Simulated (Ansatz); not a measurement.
**Nb: a tetragonal deformation path**

Aim: for Nb, follow a tetragonal deformation at fixed volume.

Program: Ansatz 0.2.0. Level of theory: DFT r2SCAN, scalar-relativistic, plane waves, PAW. These are calculated values, not measurements.

## 1. Starting point

The structure is cubic, space group Fm-3m (No. 225). Conventional cell: a = 4.230 Å, b = 4.230 Å, c = 4.230 Å, α = 90.00°, β = 90.00°, γ = 90.00°. Nb (site symmetry m-3m) has 12 Nb at 2.99 Å in its first shell of neighbours.

Coordinates:

```cif
data_structure
_symmetry_space_group_name_H-M 'Fm-3m'
_symmetry_Int_Tables_number 225
_cell_length_a 4.2300
_cell_length_b 4.2300
_cell_length_c 4.2300
_cell_angle_alpha 90.000
_cell_angle_beta 90.000
_cell_angle_gamma 90.000
_cell_volume 75.69
loop_
_atom_site_label
_atom_site_type_symbol
_atom_site_symmetry_multiplicity
_atom_site_Wyckoff_symbol
_atom_site_fract_x
_atom_site_fract_y
_atom_site_fract_z
_atom_site_occupancy
Nb1 Nb 4 a 0.00000 0.00000 0.00000 1
```

The cell is taken as given, not relaxed at this level.

## 2. The reference cell

The reference gives a free energy of -4563.3044 eV, pressure -2.00 GPa, largest force 0.000 eV/Å and gap on the mesh none (metal). It was computed beforehand with the settings of the runs below.

## 3. The scan: a tetragonal deformation path

At fixed volume and fractional coordinates, lengths along (0.000, 0.000, 1.000) are scaled against those across it; ρ is that ratio over its starting value.

## 4. Point ρ = 0.707

input.yaml

```yaml
crystal:
  lattice:
    - [0.0, 2.3741267449, 1.6785076087]
    - [2.3741267449, 0.0, 1.6785076087]
    - [2.3741267449, 2.3741267449, 0.0]
  atoms:
    - { symbol: Nb, position: [0.0, 0.0, 0.0] }
basis:
  ecutwfc: 500
kpoints:
  mp_grid: { grid: [22, 22, 22] }
hamiltonian:
  xc: r2scan
scf:
  occupations: { method: gaussian, width: 0.15 }
output:
  forces: true
  stress: true
  eigenvalues: true
```

Started as:

```sh
> ansatz run input.yaml --threads 1 --pin off --max-ram 2560MiB --backend cpu --events-out ev --progress --plain --runs-dir out
```

The session goes on with these runs: point ρ = 1.414; At ρ = 0.850; point ρ = 1.200; ρ = 0.780; point ρ = 1.300; point ρ = 0.920; ρ = 1.100; At ρ = 0.650; point ρ = 1.500; At ρ = 0.960; ρ = 1.050.

What does the calculation give? Wanted: highest point.

**Answer**, as computed:

| quantity | value |
| --- | --- |
| highest point | 0.0 meV/atom at ρ = 1.000 |

**Reading.** The undisturbed cell is not the lowest point: the energy is 311.0 meV/atom lower at ρ = 0.707; the cell was taken as given and not relaxed at this level. Further dips among the sampled points: ρ = 1.300 (-186.1 meV/atom); whether they survive relaxation was not tested. At ρ = 0.707 the cell takes another symmetry, Im-3m, -311.0 meV/atom from the start at this fixed volume.
